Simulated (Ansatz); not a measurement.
# CH₇GeNO: basis-set convergence

An exercise on one series of results from a longer session: the logs are not shown, and one member is left open.

Computed with Ansatz 0.2.0, Gaussian basis. Level: one geometry, several basis sets.

Plan: PBE0-D4/def2-SVP; ωB97M-V/def2-SVP; PBE0-D4/def2-QZVPP; ωB97M-V/def2-QZVPP; the functionals' def2-TZVPP values are taken from earlier runs.

### The geometry

All runs share one geometry, relaxed beforehand with PBE0-D4 in a triple-zeta def2 set.

SMILES `N[CH2][GeH2][OH]`, 11 atoms, charge 0, spin multiplicity 1.

Atoms are counted from 1 here; the program's logs count them from 0.

Bond lengths: N1–C2 1.456 Å, N1–H5 1.012 Å, N1–H6 1.012 Å, C2–Ge3 1.954 Å, C2–H7 1.093 Å, C2–H8 1.099 Å, Ge3–O4 1.788 Å, Ge3–H9 1.548 Å, Ge3–H10 1.543 Å, O4–H11 0.959 Å. Angles: C2–N1–H5 111.2°, C2–N1–H6 111.0°, H5–N1–H6 107.0°, N1–C2–Ge3 108.9°, N1–C2–H7 109.1°, N1–C2–H8 115.7°, Ge3–C2–H7 106.9°, Ge3–C2–H8 108.8°, H7–C2–H8 107.0°, C2–Ge3–O4 104.8°, C2–Ge3–H9 110.5°, C2–Ge3–H10 113.1°, O4–Ge3–H9 109.5°, O4–Ge3–H10 109.4°, H9–Ge3–H10 109.4°, Ge3–O4–H11 113.1°.

Set-up of the first run:

in.yaml

```yaml
crystal:
  periodic: [false, false, false]
  atoms:
    - {symbol: N, position_ang: [-0.584328, 1.759701, 0.073709]}
    - {symbol: C, position_ang: [-0.804158, 0.351441, -0.225962]}
    - {symbol: Ge, position_ang: [0.883908, -0.610048, -0.018113]}
    - {symbol: O, position_ang: [0.421244, -2.336494, 0.044773]}
    - {symbol: H, position_ang: [-1.409246, 2.309745, -0.130000]}
    - {symbol: H, position_ang: [-0.373962, 1.892994, 1.054619]}
    - {symbol: H, position_ang: [-1.101298, 0.250312, -1.272525]}
    - {symbol: H, position_ang: [-1.573765, -0.150162, 0.377009]}
    - {symbol: H, position_ang: [1.575221, -0.211984, 1.307976]}
    - {symbol: H, position_ang: [1.858745, -0.382587, -1.191878]}
    - {symbol: H, position_ang: [1.173038, -2.929917, 0.000791]}
basis:
  gaussian: {orbitals: def2-SVP}
hamiltonian: {xc: pbe0, dispersion: d4}
output: {orbitals: {seedname: orbitals}}
```

The run is started by

```
$ ansatz run in.yaml --threads 4 --pin off --events-out ev --progress --plain --max-ram 10444MiB
```

Among the steps run: PBE0-D4 in def2-SVP; ωB97M-V in def2-SVP; PBE0-D4 in def2-QZVPP; ωB97M-V in def2-QZVPP.

One table of the session follows, with a row left open; its other results are not shown here.

It belongs to the step «Density functionals: the series». 

| functional | basis | HOMO (eV) | LUMO (eV) |
| --- | --- | --- | --- |
| PBE0-D4 | def2-SVP | -6.68 | 0.81 |
| PBE0-D4 | def2-TZVPP | -6.96 | 0.34 |
| PBE0-D4 | def2-QZVPP | ? | ? |
| ωB97M-V | def2-SVP | -9.06 | 2.62 |
| ωB97M-V | def2-TZVPP | -9.34 | 1.95 |
| ωB97M-V | def2-QZVPP | -9.39 | 1.48 |

**Question.** Estimate the row for PBE0-D4, def2-QZVPP.

As computed: HOMO (eV): -7.02; LUMO (eV): 0.06. In the column «HOMO (eV)» it lies between ωB97M-V, def2-SVP (-9.06) and PBE0-D4, def2-TZVPP (-6.96).
